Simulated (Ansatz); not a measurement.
# SiGeF (quartet): the correlation ladder, cc-pVDZ

Aim: climb from Hartree-Fock through coupled cluster for SiGeF (quartet) at one geometry and basis, and see what each rung misses.

The runs use Ansatz 0.2.0, Gaussian basis; cc-pVDZ, core rule «outside noble gas», up to 20 orbitals frozen.

The runs, in order: UHF; CCSD(T) on ROHF; CCSD(T) on UHF; BCCD(T) on ROHF; CISD; CCSDT(Q) on ROHF; CCSDT(Q) on UHF.

31 further runs of the same task are left out: 12 for a known fault of the program, 8 that didn't finish, 11 set aside as unsound or not needed.

### Step 1. What is computed

The geometry is a PBE0/def2-TZVP stationary point (not a proven minimum). No spin-orbit coupling is included. The filled d shell of Ge may be among the frozen orbitals whatever the setting's name suggests; the logs give the count.

3 atoms, charge 0, spin multiplicity 4.

Atoms are counted from 1 here; the program's logs count them from 0.

Bond lengths: F1–Si2 1.609 Å, Si2–Ge3 2.401 Å. Angles: F1–Si2–Ge3 112.0°.

### Step 2. UHF

in.yaml

```yaml
crystal:
  periodic: [false, false, false]
  atoms:
    - {symbol: F, position_ang: [0.000000, -0.643638, 2.239660]}
    - {symbol: Si, position_ang: [0.000000, 0.614886, 1.236912]}
    - {symbol: Ge, position_ang: [0.000000, -0.069401, -1.064004]}
basis:
  gaussian: {orbitals: cc-pVDZ}
magnetization: {spin_polarized: true, initial_magnetization: 3}
hamiltonian: {xc: hf}
output: {orbitals: {seedname: orbitals}}
```

Started as:

```bash
ansatz run in.yaml --threads 1 --pin off --events-out ev --progress --plain --max-ram 2393MiB
```

After this run come: CCSD(T) on ROHF; CCSD(T) on UHF; BCCD(T) on ROHF; CISD; CCSDT(Q) on ROHF; CCSDT(Q) on UHF.

Before running them: what should the planned runs give, taken together? Wanted: UCCSDT(Q) below the RHF energy; RMP2 from UCCSDT(Q); UMP2 from UCCSDT(Q); RCCSD from UCCSDT(Q); RCCSD(T) from UCCSDT(Q); UCCSD(T) from UCCSDT(Q); RCCSDT(Q) from UCCSDT(Q); T1 diagnostic.

The runs gave:

```
                         quantity                      value
   UCCSDT(Q) below the RHF energy                 -9.6836 eV
              RMP2 from UCCSDT(Q)                +1020.9 meV
              UMP2 from UCCSDT(Q)                +1066.9 meV
             RCCSD from UCCSDT(Q)                 +350.9 meV
          RCCSD(T) from UCCSDT(Q)                  +77.2 meV
          UCCSD(T) from UCCSDT(Q)                  +68.8 meV
         RCCSDT(Q) from UCCSDT(Q)                  +12.9 meV
levels within 1 kcal/mol (43 meV)  RCCSDT, UCCSDT, RCCSDT(Q)
                    T1 diagnostic                      0.021
```

What this shows: RCCSD(T) lands +77.2 meV from the yardstick (0.8 % of the correlation energy). These misses are within one basis, not against nature; the frozen cores of restricted and unrestricted runs differ, which can shift their rows.
